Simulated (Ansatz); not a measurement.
# TeAs2: the cost of one run

Method: DFT PBE, scalar-relativistic, plane waves, PAW, in Ansatz 0.2.0.

2 further runs of the same task are left out: 1 that didn't finish, 1 set aside as unsound or not needed.

### Step 1. Starting point

Symmetry: I4_1/amd, No. 141, tetragonal system. The conventional cell has a = 7.113 Å, b = 7.113 Å, c = 5.881 Å, α = 90.00°, β = 90.00°, γ = 90.00°. Around Te (site symmetry -4m2) lie 4 As at 2.83 Å. Around As (site symmetry 2/m) lie 2 Te at 2.83 Å and 4 As at 2.91 Å.

Coordinates:

```
CELL_PARAMETERS angstrom
-3.55645 3.55645 2.94052
3.55645 -3.55645 2.94052
3.55645 3.55645 -2.94052
ATOMIC_POSITIONS crystal
Te 0.75000 0.25000 0.50000
Te 0.00000 0.00000 0.00000
As 0.37500 0.62500 0.25000
As 0.37500 0.12500 0.75000
As 0.37500 0.62500 0.75000
As 0.87500 0.62500 0.25000
```

Source of the structure: the Materials Project (structure only).

(A quick probe on a coarse mesh, which set the mesh and smearing, is not shown.)

### Step 3. Full relaxation

File input.yaml:

```yaml
crystal:
  lattice:
    - [-3.556454, 3.556454, 2.940516]
    - [3.556454, -3.556454, 2.940516]
    - [3.556454, 3.556454, -2.940516]
  atoms:
    - { symbol: Te, position: [0.75, 0.25, 0.5] }
    - { symbol: Te, position: [0.0, 0.0, 0.0] }
    - { symbol: As, position: [0.375, 0.625, 0.25] }
    - { symbol: As, position: [0.375, 0.125, 0.75] }
    - { symbol: As, position: [0.375, 0.625, 0.75] }
    - { symbol: As, position: [0.875, 0.625, 0.25] }
basis:
  ecutwfc: 420
kpoints:
  mp_grid: { grid: [8, 8, 8] }
hamiltonian:
  xc: pbe
scf:
  occupations: { method: gaussian, width: 0.1 }
output:
  forces: true
  stress: true
  eigenvalues: true
  write_density: true
  write_potential: true
  elf: true
  volumetric_format: npy
relax:
  adjacent_minimum: "off"
  f_tol: 0.005
  max_steps: 80
  cell: { stress_tol: 0.05 }
```

Command:

```console
ansatz run input.yaml --threads 1 --pin off --max-ram 2560MiB --backend cpu --events-out ev --progress --plain --runs-dir out
```

Q: Estimate wall time and peak memory on 1 thread of Arm Neoverse V1, shared host.

About 2.5 min, with a peak of 0.62 GiB.
